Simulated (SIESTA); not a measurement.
**Bi2Te3 (Tellurobismuthite): band structure with RPBE**

**Experimental background.**

From “Vacancy and Antisite-Induced Ferromagnetism in Liquid-Phase Exfoliated Bi2Te3”, 2024, arxiv:2412.10539, for a bulk crystal of Bi2Te3: band gap 0.17 eV.

Bi2Te3 (Tellurobismuthite):

```
CELL_PARAMETERS angstrom
2.19300 1.26613 10.16567
-2.19300 1.26613 10.16567
0.00000 -2.53226 10.16567
ATOMIC_POSITIONS crystal
Bi 0.60000 0.60000 0.60000
Bi 0.40000 0.40000 0.40000
Te 0.79050 0.79050 0.79050
Te 0.20950 0.20950 0.20950
Te 0.00000 0.00000 0.00000
```

```
Program             : SIESTA 5.4.2
Task                : band structure
Functional          : RPBE
Potentials or basis : PseudoDojo 0.4 standard (PBE files)
Basis               : DZP (energy shift 0.002 Ry)
Grid cutoff         : 500 Ry
Energy shift        : 0.002 Ry
k mesh              : 7 × 7 × 7
Occupations         : fermi-dirac, width 0.05 eV
Spin                : no spin polarisation
```

```
Pressure                : 4.4 GPa
Largest force           : 0.195 eV/Å
Band gap on the k mesh  : 0.28 eV, direct
Band gap along the path : 0.28 eV, direct
```

Forces in eV/Å, atoms in the order of the input:
```
Bi   0.000  0.000  0.150
Bi   0.000  0.000 -0.150
Te   0.000  0.000  0.195
Te   0.000  0.000 -0.195
Te   0.000  0.000  0.000
```

Stress tensor (GPa, compression positive):
```
4.46 0.00 0.00
0.00 4.46 0.00
0.00 0.00 4.21
```

Levels at the corners of the path, in eV from the valence-band top:
```
point  band 35  band 36  band 37  band 38  band 39  band 40  band 41  band 42  band 43  band 44
    Γ    -1.77    -1.77    -0.94    -0.94     0.00     0.28     0.62     0.62     2.07     2.12
    L    -3.22    -2.99    -2.43    -0.98    -0.54     0.59     1.04     2.75     3.02     3.55
   B1    -3.50    -2.62    -1.99    -1.02    -0.81     1.22     1.43     2.51     3.24     4.25
    B    -3.50    -2.62    -1.99    -1.02    -0.81     1.22     1.43     2.51     3.24     4.25
    Z    -1.48    -1.48    -1.21    -1.21    -0.44     0.87     1.10     1.10     1.65     1.65
    Γ    -1.77    -1.77    -0.94    -0.94     0.00     0.28     0.62     0.62     2.07     2.12
    X    -3.12    -3.02    -1.67    -1.41    -0.69     1.09     1.98     2.06     3.63     3.83
    Q    -3.12    -3.02    -1.67    -1.41    -0.69     1.09     1.98     2.06     3.63     3.83
    F    -2.44    -2.06    -1.85    -1.59    -0.98     0.89     1.60     2.01     2.73     2.74
   P1    -2.59    -2.52    -1.41    -1.36    -1.26     1.20     1.35     1.65     2.78     3.08
    Z    -1.48    -1.48    -1.21    -1.21    -0.44     0.87     1.10     1.10     1.65     1.65
    L    -3.22    -2.99    -2.43    -0.98    -0.54     0.59     1.04     2.75     3.02     3.55
    P    -2.59    -2.52    -1.41    -1.36    -1.26     1.20     1.35     1.65     2.78     3.08
```

It took 7.2 min on 1 thread of AMD EPYC 9R14 (Zen 4), on a shared host, peak memory 2.1 GiB.

Measured gap of Bi2Te3: 0.17 eV (quoted in “Vacancy and Antisite-Induced Ferromagnetism in Liquid-Phase Exfoliated Bi2Te3”, 2024, arxiv:2412.10539). This calculation gives 0.28 eV (+0.11 eV). Spin-orbit coupling on Bi, Te is left out. The value is that of RPBE in an atomic basis (PseudoDojo 0.4 standard (PBE files), DZP (energy shift 0.002 Ry)), whose error adds to the functional's,, without temperature or zero-point motion.

Caveat: semicore shells carry a single zeta, which can move pressures by several GPa and volumes by a few percent; the potentials were made for another functional, which shifts forces and pressure; spin-orbit coupling is left out, which as a rule narrows the gap of such compounds by several tenths of an eV; the basis of atomic orbitals isn't converged, which shifts pressures, moduli and gaps.
